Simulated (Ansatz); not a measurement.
# GaAs (triplet): wave-function methods side by side, cc-pVTZ

The task here is to estimate one member of a computed series from the others.

Method: cc-pVTZ, core rule «outside noble gas», up to 28 orbitals frozen; program: Ansatz 0.2.0, Gaussian basis.

To be run: UHF; CCSD(T) on ROHF; CCSD(T) on UHF; BCCD(T) on ROHF; CISD as a restricted active space (open shells left free, so some higher excitations enter); CCSDT(Q) on ROHF; CCSDT(Q) on UHF; CASSCF and MRCISD+Q, 8 electrons in 8 orbitals; CASSCF and NEVPT4(SD), 8 electrons in 8 orbitals; CASSCF and NEVPT2, 8 electrons in 8 orbitals.

6 further runs of the same task are left out: 2 for a known fault of the program, 4 set aside as unsound or not needed. Runs told in other sessions of the task aren't counted.

## The system

The geometry is a PBE0/def2-TZVP stationary point (not a proven minimum) of the parent state, kept for this charge and spin. No spin-orbit coupling is included. The filled d shell of Ga, As may be among the frozen orbitals whatever the setting's name suggests.

2 atoms, charge 0, spin multiplicity 3.

Atoms are counted from 1 here; the program's logs count them from 0.

Bond lengths: Ga1–As2 2.172 Å.

Set-up of the first run:

The input, in.yaml:

```yaml
crystal:
  periodic: [false, false, false]
  atoms:
    - {symbol: Ga, position_ang: [0.000000, 0.000000, 0.000000]}
    - {symbol: As, position_ang: [0.000000, 0.000000, 2.171900]}
basis:
  gaussian: {orbitals: cc-pVTZ}
magnetization: {spin_polarized: true, initial_magnetization: 2}
hamiltonian: {xc: hf}
output: {orbitals: {seedname: orbitals}}
```

Command:

```sh
$ ansatz run in.yaml --threads 1 --pin off --events-out ev --progress --plain --max-ram 2816MiB --backend cpu
```

Steps of the session up to this table: UHF; CCSD(T) on ROHF; CCSD(T) on UHF; BCCD(T) on ROHF; CISD as a restricted active space (open shells left free, so some higher excitations enter); CCSDT(Q) on ROHF; CCSDT(Q) on UHF; CASSCF and MRCISD+Q, 8 electrons in 8 orbitals; CASSCF and NEVPT4(SD), 8 electrons in 8 orbitals; CASSCF and NEVPT2, 8 electrons in 8 orbitals.

One of the session's tables, all rows but one given; the rest of the session is left out.

| method | from UCCSDT(Q) (meV) |
| --- | --- |
| ROHF | ? |
| UHF | +4961.0 |
| RMP2 | +889.6 |
| UMP2 | +956.0 |
| RCCSD | +345.9 |
| UCCSD | +323.7 |
| RCCSD(T) | +65.6 |
| UCCSD(T) | +57.3 |
| BCCD(T) | +68.1 |
| RCCSDT | +32.3 |
| UCCSDT | +19.8 |
| RCCSDT(Q) | +13.2 |
| UCCSDT(Q) | 0 |
| CASSCF valence | +3619.8 |
| NEVPT2 valence | +792.5 |
| NEVPT4(SD) valence | +101.1 |
| MRCISD valence | +296.3 |
| MRCISD+Q valence | +37.4 |

Estimate the missing values for ROHF.

**Answer.** from UCCSDT(Q) (meV): +5174.3. In the column «from UCCSDT(Q) (meV)» it is the highest.

Limits of these values: Restricted and unrestricted rows rest on different reference determinants; a gap between their highest levels can come from leftover correlation error, from unlike frozen cores or from another state.
